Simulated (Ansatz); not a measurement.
EuCuAs:

```
CELL_PARAMETERS angstrom
4.19879 0.00000 0.00000
-2.09940 3.63626 0.00000
0.00000 0.00000 8.33400
ATOMIC_POSITIONS crystal
Eu 0.00000 0.00000 0.00000
Eu 0.00000 0.00000 0.50000
As 0.66667 0.33333 0.75000
As 0.33333 0.66667 0.25000
Cu 0.33333 0.66667 0.75000
Cu 0.66667 0.33333 0.25000
```

The cell is a database's computed one.

* Program: Ansatz 0.2.0
* Task: relaxation of cell and atoms
* Functional: PBEsol
* Potentials or basis: Ansatz PAW
* Cutoff: 420 eV (not typed: the program's choice for these potentials)
* k mesh: 7 × 7 × 4
* Occupations: fermi-dirac, width 0.05 eV
* Spin: collinear spin, ferromagnetic start
* Starting moments: [7.0, 7.0, 0.0, 0.0, 0.6, 0.6] μB

At the start: volume 21.21 Å³/atom.

Question: How do energy, volume and symmetry change on relaxing?

Answer: It ends after 5 steps and the volume is 20.01 Å³/atom (-5.7 %); space group P6_3/mmc (No. 194, to 0.05 Å); moment 14.04 μB per cell.

Step by step:
```
step  energy change (eV)  largest force (eV/Å)  volume (Å³)
   1              0.0000                0.0000       127.24
   2             -0.0876                0.0000       118.95
   3             -0.0918                0.0000       120.14
   4             -0.0922                0.0000       120.04
   5             -0.0890                0.0000       120.04
```

Final structure:
```yaml
crystal:
  lattice:
    - [4.13650, 0.00000, 0.00000]
    - [-2.06825, 3.58231, 0.00000]
    - [0.00000, 0.00000, 8.10073]
  atoms:
    - { symbol: Eu, position: [0.00000, 0.00000, 0.00000] }
    - { symbol: Eu, position: [0.00000, 0.00000, 0.50000] }
    - { symbol: As, position: [0.66667, 0.33333, 0.75000] }
    - { symbol: As, position: [0.33333, 0.66667, 0.25000] }
    - { symbol: Cu, position: [0.33333, 0.66667, 0.75000] }
    - { symbol: Cu, position: [0.66667, 0.33333, 0.25000] }
```

Caveat: the plane-wave basis is chosen anew once the cell has moved, so the energies of steps on either side of that aren't comparable; without U or exact exchange the open f shell lies at the Fermi level, which spoils levels, moments and volumes; the PAW data sets come from PBE, with cores solved anew for the run's functional, which leaves a small shift of forces and pressure.
